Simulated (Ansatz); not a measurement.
**Ge2H6Se: rigid scan of one bond angle**

A script is to give a rigid scan of one bond angle; the system is Ge2H6Se. SMILES: [GeH3][Se][GeH3].

Computed with the Python package of Ansatz 0.2.0. The levels of theory stand in the script.

## (1) The system

Bond lengths: Ge1–Se2 2.307 Å, Se2–Ge3 2.375 Å, Ge1–H4 1.505 Å, Ge1–H5 1.543 Å, Ge1–H6 1.619 Å, Ge3–H7 1.499 Å, Ge3–H8 1.549 Å, Ge3–H9 1.600 Å. Angles: Ge1–Se2–Ge3 90.9°, Se2–Ge1–H4 110.9°, Se2–Ge1–H5 113.0°, Se2–Ge1–H6 109.6°, H4–Ge1–H5 108.0°, H4–Ge1–H6 107.3°, H5–Ge1–H6 107.8°, Se2–Ge3–H7 108.8°, Se2–Ge3–H8 107.3°, Se2–Ge3–H9 108.1°, H7–Ge3–H8 113.1°, H7–Ge3–H9 111.1°, H8–Ge3–H9 108.3°.

No structure file is read: the coordinates are typed or built in the script.

## (2) The code

Input file bend.py:

```python
"""Bending curve of Ge2H6Se."""

import ansatz as az
from ase import Atoms

atoms = Atoms(["Ge", "Se", "Ge", "H", "H", "H", "H", "H", "H"], positions=[
    [0.6511, 0.3204, -1.5044],
    [1.5391, -0.6257, 0.4032],
    [-0.5449, -0.4183, 1.5232],
    [-0.5149, -0.4853, -2.0107],
    [1.6773, 0.4446, -2.6493],
    [0.0993, 1.8054, -1.1694],
    [-1.5761, -1.2079, 0.7739],
    [-0.8759, 1.0925, 1.6024],
    [-0.3665, -0.9722, 3.0139],
])

# start the scan from a relaxed geometry
first = (
    az.Crystal.molecule_from_ase(atoms).calculation()
    .basis(gaussian="def2-SVP")
    .functional("pbe0")
    .relax(force_tolerance=0.02, max_steps=80)
)
atoms.positions = first.run(threads=1).report["positions_ang"]

rows = []
for angle in [90, 100, 110, 120, 135, 150, 165, 179]:
    bent = atoms.copy()
    bent.set_angle(2, 1, 0, angle, indices=[0, 3, 4, 5])
    calculation = (
        az.Crystal.molecule_from_ase(bent).calculation()
        .basis(gaussian="def2-SVP")
        .correlation("MP2")
    )
    rows.append((angle, calculation.run(threads=1).report["free_energy_ev"]))
floor = min(e for _, e in rows)
for angle, e in rows:
    print(f"angle Ge2-Se1-Ge0 = {angle:3d} deg   {1000 * (e - floor):9.1f} meV")
```

## (3) What the engine is handed

The package turns the script's settings into the engine's input (first run):

```yaml
crystal:
  periodic: [false, false, false]
  atoms:
    - { symbol: Ge, position_ang: [0.6511, 0.3204, -1.5044] }
    - { symbol: Se, position_ang: [1.5391, -0.6257, 0.4032] }
    - { symbol: Ge, position_ang: [-0.5449, -0.4183, 1.5232] }
    - { symbol: H, position_ang: [-0.5149, -0.4853, -2.0107] }
    - { symbol: H, position_ang: [1.6773, 0.4446, -2.6493] }
    - { symbol: H, position_ang: [0.0993, 1.8054, -1.1694] }
    - { symbol: H, position_ang: [-1.5761, -1.2079, 0.7739] }
    - { symbol: H, position_ang: [-0.8759, 1.0925, 1.6024] }
    - { symbol: H, position_ang: [-0.3665, -0.9722, 3.0139] }
basis:
  gaussian:
    orbitals: def2-SVP
hamiltonian:
  xc: pbe0
relax:
  f_tol: 0.02
  max_steps: 80
```

## (4) Running it

Run with:

```sh
python bend.py
```

What it wrote:

```text
angle Ge2-Se1-Ge0 =  90 deg         8.4 meV
angle Ge2-Se1-Ge0 = 100 deg         0.0 meV
angle Ge2-Se1-Ge0 = 110 deg        91.9 meV
angle Ge2-Se1-Ge0 = 120 deg       257.6 meV
angle Ge2-Se1-Ge0 = 135 deg       608.9 meV
angle Ge2-Se1-Ge0 = 150 deg      1027.1 meV
angle Ge2-Se1-Ge0 = 165 deg      1411.3 meV
angle Ge2-Se1-Ge0 = 179 deg      1604.7 meV
```

Run time: 1.8 min. Hardware: 1 thread of Arm Neoverse V1, shared host; peak memory 0.44 GiB.

## (5) Path of the relaxation of run 0

Relaxation path:

| step | E - E(step 1) (eV) | largest force component (eV/Å) |
| --- | --- | --- |
| 1 | 0.0000 | 1.7504 |
| 2 | -0.1514 | 0.2130 |
| 3 | -0.1552 | 0.2272 |
| 4 | -0.1642 | 0.0602 |
| 5 | -0.1651 | 0.0092 |

Step 1 is the start.

Before: Bond lengths: Ge1–Se2 2.307 Å, Se2–Ge3 2.375 Å, Ge1–H4 1.505 Å, Ge1–H5 1.543 Å, Ge1–H6 1.619 Å, Ge3–H7 1.499 Å, Ge3–H8 1.549 Å, Ge3–H9 1.600 Å. Angles: Ge1–Se2–Ge3 90.9°, Se2–Ge1–H4 110.9°, Se2–Ge1–H5 113.0°, Se2–Ge1–H6 109.6°, H4–Ge1–H5 108.0°, H4–Ge1–H6 107.3°, H5–Ge1–H6 107.8°, Se2–Ge3–H7 108.8°, Se2–Ge3–H8 107.3°, Se2–Ge3–H9 108.1°, H7–Ge3–H8 113.1°, H7–Ge3–H9 111.1°, H8–Ge3–H9 108.3°.

After: Bond lengths: Ge1–Se2 2.359 Å, Se2–Ge3 2.359 Å, Ge1–H4 1.540 Å, Ge1–H5 1.536 Å, Ge1–H6 1.540 Å, Ge3–H7 1.540 Å, Ge3–H8 1.540 Å, Ge3–H9 1.536 Å. Angles: Ge1–Se2–Ge3 96.2°, Se2–Ge1–H4 110.2°, Se2–Ge1–H5 105.7°, Se2–Ge1–H6 110.2°, H4–Ge1–H5 110.6°, H4–Ge1–H6 109.5°, H5–Ge1–H6 110.6°, Se2–Ge3–H7 110.2°, Se2–Ge3–H8 110.2°, Se2–Ge3–H9 105.7°, H7–Ge3–H8 109.5°, H7–Ge3–H9 110.6°, H8–Ge3–H9 110.6°.

Run 0 is this relaxation; the runs after it count from 1.

## (6) The engine's runs

One row for each of the 8 runs:

```
run  energy from run 2 (eV)  iterations in all  CPU time (s)
  1                  0.0084                 11           6.7
  2                  0.0000                 11           6.5
  3                  0.0919                 11           5.9
  4                  0.2576                 11           5.7
  5                  0.6089                 11           5.9
  6                  1.0271                 11           6.7
  7                  1.4113                 11           6.1
  8                  1.6047                 11           6.3
```

## (7) Summary of results

```
                      quantity                    value
                 runs compared                        8
angle Ge2-Se1-Ge0 (as printed)  179 deg      1604.7 meV
```

What this shows: All 8 runs converged. Run 0: The relaxation took 4 moves; the largest shift is 0.171 Å, of atom 8 (H). The scan is rigid, and the energies are electronic, in a modest basis. The zero is the lowest point of the grid, which needn't be the minimum. The start is relaxed with a density functional and scanned with the wavefunction method, so it isn't exactly that method's minimum.
